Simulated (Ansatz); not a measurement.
# Cs8Sc2Pb6Br24: the cost of one run

Program: Ansatz 0.2.0, PAW, plane waves. These are calculated values, not measurements.

**1. Starting point**

40 atoms (8 Cs, 2 Sc, 6 Pb, 24 Br); a = 11.763 Å, b = 11.763 Å, c = 11.763 Å, α = 90.00°, β = 90.00°, γ = 90.00°. All atoms were shaken off their sites by about 0.02 Å along each axis. Defect site 1: (0.250, 0.250, 0.250). Defect site 2: (0.250, 0.750, 0.750).

Plan of the steps: (2) PBEsol relaxation at the single k point (¼, ¼, ¼), on 1 × NVIDIA H100 80GB HBM3 with 2 threads of AMD EPYC 7R13; (3) HSE06 single point at the single k point (¼, ¼, ¼), on 1 × NVIDIA H100 80GB HBM3 with 2 threads of AMD EPYC 7R13; (4) r²SCAN single point at the single k point (¼, ¼, ¼), on 2 threads of AMD EPYC 7R13.

**2. Relaxing the atoms with PBEsol**

The input, in.yaml:

```yaml
crystal:
  lattice:
    - [11.763330, 0.000000, 0.000000]
    - [0.000000, 11.763330, 0.000000]
    - [0.000000, 0.000000, 11.763330]
  atoms:
    - { symbol: Cs, position: [0.999746, 0.000397, 0.997416] }
    - { symbol: Cs, position: [0.001556, 0.999975, 0.499701] }
    - { symbol: Cs, position: [0.999045, 0.499508, 0.003262] }
    - { symbol: Cs, position: [0.999362, 0.499516, 0.502680] }
    - { symbol: Cs, position: [0.500941, 0.002984, 0.999062] }
    - { symbol: Cs, position: [0.501102, 0.995046, 0.496890] }
    - { symbol: Cs, position: [0.499615, 0.500091, 0.997953] }
    - { symbol: Cs, position: [0.500921, 0.497654, 0.497901] }
    - { symbol: Sc, position: [0.251923, 0.250222, 0.249858] }
    - { symbol: Sc, position: [0.250435, 0.749680, 0.751150] }
    - { symbol: Pb, position: [0.250904, 0.251452, 0.751413] }
    - { symbol: Pb, position: [0.249038, 0.749570, 0.251460] }
    - { symbol: Pb, position: [0.750923, 0.253084, 0.251899] }
    - { symbol: Pb, position: [0.749700, 0.249197, 0.749533] }
    - { symbol: Pb, position: [0.749996, 0.748184, 0.249208] }
    - { symbol: Pb, position: [0.749884, 0.750587, 0.749112] }
    - { symbol: Br, position: [0.249956, 0.249753, 0.000855] }
    - { symbol: Br, position: [0.249510, 0.249059, 0.498969] }
    - { symbol: Br, position: [0.249046, 0.751784, 0.999768] }
    - { symbol: Br, position: [0.248481, 0.750528, 0.501313] }
    - { symbol: Br, position: [0.748459, 0.248520, 0.001161] }
    - { symbol: Br, position: [0.750083, 0.251047, 0.499663] }
    - { symbol: Br, position: [0.748276, 0.748777, 0.002227] }
    - { symbol: Br, position: [0.747828, 0.750348, 0.498987] }
    - { symbol: Br, position: [0.001515, 0.251986, 0.248751] }
    - { symbol: Br, position: [0.999276, 0.250467, 0.749480] }
    - { symbol: Br, position: [0.001428, 0.748880, 0.249684] }
    - { symbol: Br, position: [0.997563, 0.748471, 0.748325] }
    - { symbol: Br, position: [0.500430, 0.251947, 0.248673] }
    - { symbol: Br, position: [0.499289, 0.247895, 0.747234] }
    - { symbol: Br, position: [0.501220, 0.751281, 0.250424] }
    - { symbol: Br, position: [0.500175, 0.749113, 0.750600] }
    - { symbol: Br, position: [0.252472, 0.002426, 0.249401] }
    - { symbol: Br, position: [0.252472, 0.001533, 0.748550] }
    - { symbol: Br, position: [0.251800, 0.501379, 0.250364] }
    - { symbol: Br, position: [0.248899, 0.500163, 0.750796] }
    - { symbol: Br, position: [0.745952, 0.998790, 0.249702] }
    - { symbol: Br, position: [0.748549, 0.001721, 0.751615] }
    - { symbol: Br, position: [0.751713, 0.497950, 0.251428] }
    - { symbol: Br, position: [0.750098, 0.500349, 0.749058] }
  symmetry: { detect: false }
kpoints:
  mp_grid: { grid: [1, 1, 1], shift: [0.25, 0.25, 0.25] }
hamiltonian:
  xc: pbesol
scf:
  occupations: { method: fermi_dirac, width: 0.01 }
relax:
  f_tol: 0.03
  max_steps: 80
  escape_saddle: false
  adjacent_minimum: "off"
output:
  forces: true
  eigenvalues: true
  populations: true
```

Run with:

```
$ ansatz run in.yaml --threads 2 --pin off --max-ram 19000MiB --runs-dir r --events-out ev --progress --plain --backend cuda --devices 0, --max-vram 18GiB
```

Q: Estimate wall time and peak memory on 1 × NVIDIA H100 80GB HBM3 with 2 threads of AMD EPYC 7R13, shared host.

About 40 s, with a peak of 1.5 GiB on the host.
